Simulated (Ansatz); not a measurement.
This script makes a convergence test of the k-point mesh of MgC2, space group P4_2/mnm with Ansatz's Python interface.

The script, `kconv.py`:
```python
"""Convergence of MgC2 with the k-point mesh."""

import logging
import sys
import warnings

import ansatz

logging.basicConfig(stream=sys.stdout, format="%(name)s: %(message)s")
logger = logging.getLogger("mgc2")
logger.setLevel(logging.INFO)

warnings.simplefilter("ignore", ansatz.DeckWarning)

structure = (
    ansatz.Lattice.from_parameters(3.950777, 3.950777, 4.987089, alpha=90, beta=90, gamma=90)
    .space_group(136, hermann_mauguin="P42/mnm")
    .atom("Mg", [0.5, 0.5, 0.0])
    .atom("C", [0.887655, 0.887655, 0.0])
)

calc = (
    structure.calculation()
    .occupations("Fermi-Dirac", width=0.05)  # fractional filling near the Fermi level
    .functional(ansatz.Functional.PBE)
)

rows = []
for value in [(2, 2, 2), (3, 3, 2), (4, 4, 3), (5, 5, 4), (6, 6, 5), (7, 7, 6)]:
    report = calc.kpoints(mesh=value).run(threads=1).report
    rows.append((value, report["free_energy_ev"] / len(report["lattice"]["sites"]), report["n_iterations"], report["n_kpoints"]))

logger.info("        mesh   F/atom (eV)    iterations      k-points")
for row in rows:
    logger.info(f"{str(row[0]):>12s}  {row[1]:12.5f}  {row[2]:12d}  {row[3]:12d}")

# the last row is the reference
for row in rows[:-1]:
    shift = 1000 * (row[1] - rows[-1][1])
    logger.info(f"{row[0]}: {shift:+.2f} meV/atom" + ("  (within 2 meV)" if abs(shift) < 2 else ""))
```

From which mesh on is the energy per atom within 2 meV of the last row, and how does it get there?

From 3×3×2 on it stays within 2 meV an atom of the value at 7×7×6; the first row (2×2×2) is off by 17.1 meV and the last but one by 0.00 meV.

The run itself:

```console
$ python kconv.py
mgc2:         mesh   F/atom (eV)    iterations      k-points
mgc2:    (2, 2, 2)    -808.12278             6             6
mgc2:    (3, 3, 2)    -808.13807             6             6
mgc2:    (4, 4, 3)    -808.13983             6            12
mgc2:    (5, 5, 4)    -808.13987             6            18
mgc2:    (6, 6, 5)    -808.13989             6            30
mgc2:    (7, 7, 6)    -808.13989             6            40
mgc2: (2, 2, 2): +17.10 meV/atom
mgc2: (3, 3, 2): +1.81 meV/atom  (within 2 meV)
mgc2: (4, 4, 3): +0.06 meV/atom  (within 2 meV)
mgc2: (5, 5, 4): +0.01 meV/atom  (within 2 meV)
mgc2: (6, 6, 5): -0.00 meV/atom  (within 2 meV)
```

This cell is a computed structure, which may not be the phase found in nature. Shifts are counted from the finest mesh, which is itself no proven limit. It ran for 9.2 s on 1 thread of Arm Neoverse V1 (shared host), peak memory 0.38 GiB.

(Lines on the test bed's own set-up are left out of the output.)
